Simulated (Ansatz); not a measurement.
# GeH3F (fluorogermane) at r2SCAN0/aug-cc-pVDZ

What is the electronic atomisation energy of GeH3F (fluorogermane) at r2SCAN0/aug-cc-pVDZ? 

The calculation is run with Ansatz 0.2.0.

55 further runs of the same task are left out: 6 that didn't finish, 49 set aside as unsound or not needed.

## (1) Starting point

The species is GeH3F (5 atoms), meant as a singlet with charge 0. SMILES: `[F][GeH3]`. Geometry: relaxed at PBE0-D4/def2-TZVP.

Bond lengths: F1–Ge2 1.742 Å, Ge2–H3 1.533 Å, Ge2–H4 1.533 Å, Ge2–H5 1.533 Å. Angles: F1–Ge2–H3 106.2°, F1–Ge2–H4 106.2°, F1–Ge2–H5 106.3°, H3–Ge2–H4 112.5°, H3–Ge2–H5 112.5°, H4–Ge2–H5 112.5°.

## (2) A single-point energy at r2SCAN0/aug-cc-pVDZ

Contents of molecule.yaml:

```yaml
crystal:
  periodic: [false, false, false]
  atoms:
    - {symbol: F, position_ang: [-1.046500, 0.474300, 1.162200]}
    - {symbol: Ge, position_ang: [0.068200, -0.041600, -0.072800]}
    - {symbol: H, position_ang: [1.331000, -0.512000, 0.658600]}
    - {symbol: H, position_ang: [-0.627800, -1.178000, -0.831200]}
    - {symbol: H, position_ang: [0.325100, 1.183600, -0.958100]}
basis:
  gaussian: {orbitals: aug-cc-pVDZ}
hamiltonian: {xc: {name: r2SCAN0}}
accuracy: high
output: {orbitals: {seedname: orbitals}}
```

On the command line:

```
$ ansatz run molecule.yaml --threads 1 --pin off --max-ram 3480MiB --events-out events.jsonl --progress --plain --runs-dir runs
```

The log of the run:

```text
Warning: RAYON_NUM_THREADS=1 ignored (pool sized by the plan → 1); use --threads N
Functional definition: r2SCAN0
  name "r2SCAN0"
  parameter a = 0.25
  parameter k0 = 0.174
  parameter k1 = 0.065
  parameter a1 = 4.9479
  exchange = (1 - a)*r2scan_x(k0 = k0, k1 = k1, a1 = a1) + a*exact_x
  correlation = r2scan_c
1740 factors; integrals over basis functions are off by at most 4.5e-9 eV
mean field evaluation 1: about -59280.1960 eV, gradient 3.1e1 eV
mean field evaluation 2: about -59277.6976 eV, gradient 5.1e1 eV
mean field evaluation 4: about -59281.7065 eV, gradient 2.2e-1 eV
mean field evaluation 8: about -59281.7406 eV, gradient 2.5e-2 eV
mean field evaluation 16: about -59281.7406 eV, gradient 7.8e-7 eV
mean field -59281.74055789 eV, -2178.5637828957 hartree, gradient 2.8e-8 eV, S^2 0.000000; 0 other end points of the search recorded, 0 dependent functions left out
reference -59281.74055912 eV, -2178.5637829407 hartree; 22, 22 occupied and 64, 64 virtual orbitals, 1740 factors
Total energy: -59281.74055912 eV, -2178.5637829407 hartree
```

Run time: 11 s. Hardware: 1 thread of Arm Neoverse V2, shared host; peak memory 0.3 GiB.

## (3) The F atom at the same level

Contents of job.yaml:

```yaml
crystal:
  periodic: [false, false, false]
  atoms:
    - {symbol: F, position_ang: [0.000000, 0.000000, 0.000000]}
basis:
  gaussian:
    orbitals: aug-cc-pVDZ
magnetization:
  spin_polarized: true
  initial_magnetization: 1
accuracy: high
hamiltonian:
  xc: {name: r2SCAN0}
```

Run the same way, it converges to -99.69012 Eh (log not shown).

## (4) The Ge atom, same level

Contents of molecule.yaml:

```yaml
crystal:
  periodic: [false, false, false]
  atoms:
    - {symbol: Ge, position_ang: [0.000000, 0.000000, 0.000000]}
basis:
  gaussian: {orbitals: aug-cc-pVDZ}
accuracy: high
total_charge: 0
hamiltonian: {xc: {name: r2SCAN0}}
magnetization: {spin_polarized: true, initial_magnetization: 2}
```

Run the same way, it converges to -2076.85946 Eh (log not shown).

## (5) The H atom, same level

Contents of input.yaml:

```yaml
crystal:
  periodic: [false, false, false]
  atoms:
    - symbol: H
      position_ang: [0.000000, 0.000000, 0.000000]
basis:
  gaussian: {orbitals: aug-cc-pVDZ}
magnetization: {spin_polarized: true, initial_magnetization: 1}
hamiltonian: {xc: {name: r2SCAN0}}
accuracy: high
```

Run the same way, it converges to -0.49942 Eh (log not shown).

## (6) What came out

Level: r2SCAN0/aug-cc-pVDZ.

| quantity | value |
| --- | --- |
| molecule: total energy | -2178.56378 Eh |
| molecule: HOMO energy | -9.95 eV |
| molecule: LUMO energy | -0.25 eV |
| molecule: HOMO–LUMO gap | 9.70 eV |
| F atom: total energy | -99.69012 Eh |
| F atom: ⟨S²⟩ | 0.752 |
| Ge atom: total energy | -2076.85946 Eh |
| Ge atom: ⟨S²⟩ | 2.006 |
| H atom: total energy | -0.49942 Eh |
| H atom: ⟨S²⟩ | 0.750 |
| electronic atomisation energy | 14.040 eV |

Taking the molecule apart into free atoms costs 14.04 eV (324 kcal/mol), before zero-point energy and without spin-orbit coupling.
